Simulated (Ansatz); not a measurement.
# HfMo (P1) in Ansatz: convergence with xc grid

Aim: find how far xc grid must go before the results for HfMo settle, at PBE. This setting moves, with any that are tied to it; all else stays.

Everything below comes from runs of Ansatz 0.2.0. Logs are shortened: lines on timing, memory, paths and dates and some standing lists are left out, and cuts for length are marked.

**1. The cell of the first run**

The typed cell holds 2 atoms: a = 2.984 Å, b = 2.984 Å, c = 4.447 Å, α = 90.00°, β = 90.00°, γ = 111.89°.

The cell comes from a database or a generator and needn't be the stable form of this composition.

The cell isn't the ideal one: atoms moved at random, drawn with an rms of 0.05 Å.

**2. With xc grid 1**

Contents of input.yaml:

```yaml
crystal:
  lattice:
    - [1.6712035, -2.472467, 0.0]
    - [1.6712035, 2.472467, 0.0]
    - [0.0, 0.0, 4.447011]
  atoms:
    - { symbol: Hf, position: [-0.008945, -0.011306, 0.00228] }
    - { symbol: Mo, position: [0.494113, 0.494528, 0.514188] }
hamiltonian:
  xc: pbe
  pseudopotentials: { kind: paw }
kpoints:
  mp_grid: { grid: [7, 7, 5] }
scf:
  occupations: { method: gaussian, width: 0.1 }
output:
  forces: true
  stress: true
  eigenvalues: true
basis:
  xc_grid: 1
```

Potentials or basis: Ansatz PAW.

On the command line:

```console
> ansatz run input.yaml --threads 2 --pin off --max-ram 5632MiB --backend cpu --events-out ev --progress --plain --runs-dir out
```

It took 4.9 s on 2 threads of Arm Neoverse V2, shared host; peak memory 0.38 GiB.

Results:

| Property | Result |
| --- | --- |
| Free energy | -20677.1789 eV |
| Pressure | 0.6 GPa |
| Largest force | 0.408 eV/Å |
| Band gap on the k mesh | none (metal or under the smearing width) |

**3. With xc grid 2**

Changes to input.yaml since step 2:

```diff
@@ -20,2 +20,2 @@
 basis:
-  xc_grid: 1
+  xc_grid: 2
```

Potentials or basis: Ansatz PAW.

On the command line:

```console
> ansatz run input.yaml --threads 2 --pin off --max-ram 5632MiB --backend cpu --events-out ev --progress --plain --runs-dir out
```

Wall time 4.5 s (2 threads of Arm Neoverse V2, shared host); peak memory 0.39 GiB.

What came out:

```yaml
Free_energy: -20677.1789 eV
Pressure: 0.6 GPa
Largest_force: 0.408 eV/Å
Band_gap_on_the_k_mesh: none (metal or under the smearing width)
```

**4. With xc grid 3**

Changes to input.yaml since step 3:

```diff
@@ -20,2 +20,2 @@
 basis:
-  xc_grid: 2
+  xc_grid: 3
```

On the command line:

```console
> ansatz run input.yaml --threads 2 --pin off --max-ram 5632MiB --backend cpu --events-out ev --progress --plain --runs-dir out
```

It took 5 s on 2 threads of Arm Neoverse V2, shared host; peak memory 0.4 GiB.

The run converged. Its results:

```yaml
Free_energy: -20677.1789 eV
Pressure: 0.6 GPa
Largest_force: 0.408 eV/Å
Band_gap_on_the_k_mesh: none (metal or under the smearing width)
```

**5. With xc grid 4**

Changes to input.yaml since step 4:

```diff
@@ -20,2 +20,2 @@
 basis:
-  xc_grid: 3
+  xc_grid: 4
```

On the command line:

```console
> ansatz run input.yaml --threads 2 --pin off --max-ram 5632MiB --backend cpu --events-out ev --progress --plain --runs-dir out
```

Run time: 4.9 s. Hardware: 2 threads of Arm Neoverse V2, shared host; peak memory 0.42 GiB.

Results (log left out):

- Free energy: -20677.1789 eV
- Pressure: 0.6 GPa
- Largest force: 0.408 eV/Å
- Band gap on the k mesh: none (metal or under the smearing width)

**6. With xc grid 5**

Changes to input.yaml since step 5:

```diff
@@ -20,2 +20,2 @@
 basis:
-  xc_grid: 4
+  xc_grid: 5
```

Potentials or basis: Ansatz PAW.

On the command line:

```console
> ansatz run input.yaml --threads 2 --pin off --max-ram 5632MiB --backend cpu --events-out ev --progress --plain --runs-dir out
```

Output:

```text
Warning: RAYON_NUM_THREADS=2 ignored (pool sized by the plan → 2); use --threads N
Engine: ansatz 0.2.0, aarch64-unknown-linux-gnu
Pseudopotentials: kind: paw
Pseudopotential: Hf, paw, valence charge 26, recommended cutoff 420 eV (normal), Hf.paw.azcp
Pseudopotential: Mo, paw, valence charge 14, recommended cutoff 420 eV (normal), Mo.paw.azcp
Functional definition: PBE
  parameter kappa = 0.804
  parameter beta = 0.06672455060314922
  exchange = pbe_x(kappa = kappa, mu = beta*pi^2/3)
  correlation = pbe_c(beta = beta)
Crystal: 2 atoms, lattice volume = 36.750 Å³
Basis set: ecut = 420 eV, 699 PW (Γ), exchange–correlation on 100×100×150 points (125 copies of the dense FFT grid, shifted against one another)
Bands: 24, of which v1, the nominal top of the filled ones, is band 20 counted from 1 (19 counted from 0)
Symmetry: 1 space group operations
Space group: P1 (ITA 1), of the structure as read, at distance tolerance 3.3e-5 Å
k-points: 123 of 245 (time reversal used)
Non-local potential: Hf, projectors of the file, l = 0: 3, l = 1: 2, l = 2: 2, l = 3: 3
Non-local potential: Mo, projectors of the file, l = 0: 3, l = 1: 2, l = 2: 2, l = 3: 1
PAW form: soft (Blöchl's): semilocal exchange-correlation on the pseudo side does not see the compensation charge
PAW one-centre angular grid: Hf, 590 points (default); XC on 64 Gauss nodes
PAW one-centre angular grid: Mo, 590 points (default); XC on 64 Gauss nodes
Initial density: superposition of atomic densities (neutral atoms: chi_scale 0, normalization atom), corrected by the library's trained network
Initial wavefunctions: pseudopotential atomic-orbital guess
Functional: x = pbe(κ = 0.804, μ = 0.2195149727645171), c = pbe(β = 0.06672455060314922)
SCF iter   1: F=—  HF=-20677.179560 eV  |F-HF|=—  |Δ(HF+E_count)|=         —  Δρ=5.64e-3  dr2=9.26e-3  ethr=1.77e-3  ⟨swp⟩=5.1  Hψ=10857  notcnv=0
preconditioner: auto → Kerker (q_TF=auto, 2.767 Å⁻¹)  [metal: Δε(μ)=0.020 eV  Ē_g=17.929 eV  σ=0.100 eV  W_gap=0.11  n_scr=16 (ndim 8)  ℏωp=36.8 eV  f_vac=0.000  D(μ)=2.60/eV (n_scr^D=22)]
SCF iter   2: F=—  HF=-20677.179361 eV  |F-HF|=—  |Δ(HF+E_count)|=   2.00e-4  Δρ=3.19e-3  dr2=3.01e-3  ethr=2.31e-5  ⟨swp⟩=1.9  Hψ=4389  notcnv=0
SCF iter   3: F=—  HF=-20677.178927 eV  |F-HF|=—  |Δ(HF+E_count)|=   4.33e-4  Δρ=3.97e-4  dr2=4.10e-5  ethr=7.51e-6  ⟨swp⟩=1.7  Hψ=3120  notcnv=0
SCF iter   4: F=—  HF=-20677.178930 eV  |F-HF|=—  |Δ(HF+E_count)|=   2.65e-6  Δρ=1.45e-4  dr2=6.57e-6  ethr=1.02e-7  ⟨swp⟩=2.1  Hψ=5375  notcnv=0
SCF iter   5: F=—  HF=-20677.178921 eV  |F-HF|=—  |Δ(HF+E_count)|=   8.72e-6  Δρ=5.54e-5  dr2=7.56e-7  ethr=1.64e-8  ⟨swp⟩=2.5  Hψ=5493  notcnv=0
SCF iter   6: F=—  HF=-20677.178921 eV  |F-HF|=—  |Δ(HF+E_count)|=   3.14e-7  Δρ=2.17e-5  dr2=1.43e-7  ethr=2.50e-10  ⟨swp⟩=6.0  Hψ=13752  notcnv=0
SCF iter   7: F=-20677.178921 eV  HF=-20677.178921 eV  |F-HF|=5.56e-9  |Δ(HF+E_count)|=   3.70e-9  Δρ=4.67e-6  dr2=8.17e-9  ethr=2.50e-10  ⟨swp⟩=4.6  Hψ=11208  notcnv=0
SCF 1 converged in 7 iterations: F = -20677.178921 eV  dr2 = 8.17e-9
SCF converged after 7 iterations
Free energy (F): -20677.178921 eV
Harris-Foulkes:  -20677.178921 eV  (|F-HF|=5.56e-9)
Internal energy: -20677.166020 eV  (E = F + TS)
E sigma→0 (E₀):  -20677.172470 eV
Entropy (-TS):   -0.012901 eV (-6.451 meV/atom)
Fermi energy:    20.555342 eV
--- Per-component energies (eV) ---
  E_band       = 19.910767
  E_kinetic    = 868.182075
  E_local      = -6020.363930  (includes V_loc(G=0)·N_el)
  E_nonlocal   = -1099.908369
  E_hartree    = 2746.583694
  E_xc         = -484.395444
  E_vxc        = -496.268016  (∫ρ·V_xc dr)
  E_paw        = -10130.458994  (= ΣΔE_a)
  E_vpaw       = 1275.103344  (= ΣTr[D̂ρ^β])
  E_aug_tail   = 0.000040  (compensation charges beyond the density's cutoff)
  E_ewald      = -6556.805090
  E_smearing   = -0.012901  (= −TS)
  E_closure    = 0.000000  (closes the sum)
  Σ components = -20677.178921   (vs F -20677.178921, Δ=0.00e0)
--- Forces (eV/Å), atoms counted from 1 ---
  atom   1  Hf     0.10076048     0.01209556     0.39539488
  atom   2  Mo    -0.10075860    -0.01209481    -0.39539131
  max |Σ_I F_I| component: 3.58e-6 eV/Å
--- Stress (GPa, compression-positive) ---
        0.943072      -0.004168       0.078985
       -0.004168      -0.486385       0.004422
        0.078985       0.004422       1.382562
  P = ⅓ Tr σ = 0.6131 GPa (6.131 kbar)
--- Band table (eV; the first three rows and the last of 123) ---
  k-point 0: bands = ["-40.5699", "-39.7514", "-13.9334", "-13.6644", "-13.5897", "-9.1723", "-8.9572", "-8.8315", "9.4416", "9.5002", "9.5137", "9.5365", "9.5472", "9.5577", "9.5616", "13.6776", "16.6595", "18.9227", "20.0835", "20.5847", "22.1242", "22.4340", "23.0653", "23.3944"]
  k-point 1: bands = ["-40.5654", "-39.7565", "-13.9072", "-13.6605", "-13.5896", "-9.2205", "-8.9658", "-8.8314", "9.4410", "9.4993", "9.5122", "9.5331", "9.5465", "9.5581", "9.5585", "14.1239", "16.7720", "19.0756", "20.4990", "20.7298", "21.7446", "21.8276", "22.3671", "23.4499"]
  k-point 2: bands = ["-40.5581", "-39.7649", "-13.8639", "-13.6542", "-13.5894", "-9.2992", "-8.9799", "-8.8311", "9.4399", "9.4979", "9.5095", "9.5281", "9.5442", "9.5546", "9.5588", "15.2142", "16.6611", "19.4033", "20.3247", "21.2830", "21.3410", "21.4966", "22.2621", "22.3408"]
  k-point 122: bands = ["-40.5015", "-39.7134", "-14.0459", "-13.8240", "-13.7132", "-9.6392", "-9.1556", "-9.0532", "9.4710", "9.5035", "9.5068", "9.5248", "9.5351", "9.5482", "9.5559", "17.1254", "17.9443", "18.9743", "19.2061", "19.8160", "20.6105", "22.3759", "23.7961", "24.9141"]
```

Run time: 5.2 s. Hardware: 2 threads of Arm Neoverse V2, shared host; peak memory 0.46 GiB.

What came out:

```yaml
Free_energy: -20677.1789 eV
Pressure: 0.6 GPa
Largest_force: 0.408 eV/Å
Band_gap_on_the_k_mesh: none (metal or under the smearing width)
```

**7. The series at a glance**

| xc grid | energy less the tightest run, at zero smearing (meV/atom) | SCF cycles | CPU time (s) | peak memory (GiB) |
| --- | --- | --- | --- | --- |
| 1 | -0.01 | 7 | 9.5 | 0.38 |
| 2 | 0.00 | 7 | 8.9 | 0.39 |
| 3 | 0.00 | 7 | 9.7 | 0.4 |
| 4 | 0.00 | 7 | 9.6 | 0.42 |
| 5 | 0.00 | 7 | 10 | 0.46 |

Against the tightest run, the energy stays within 1 meV/atom from 1 on. The tightest run that finished is the yardstick and may itself not be fully converged.
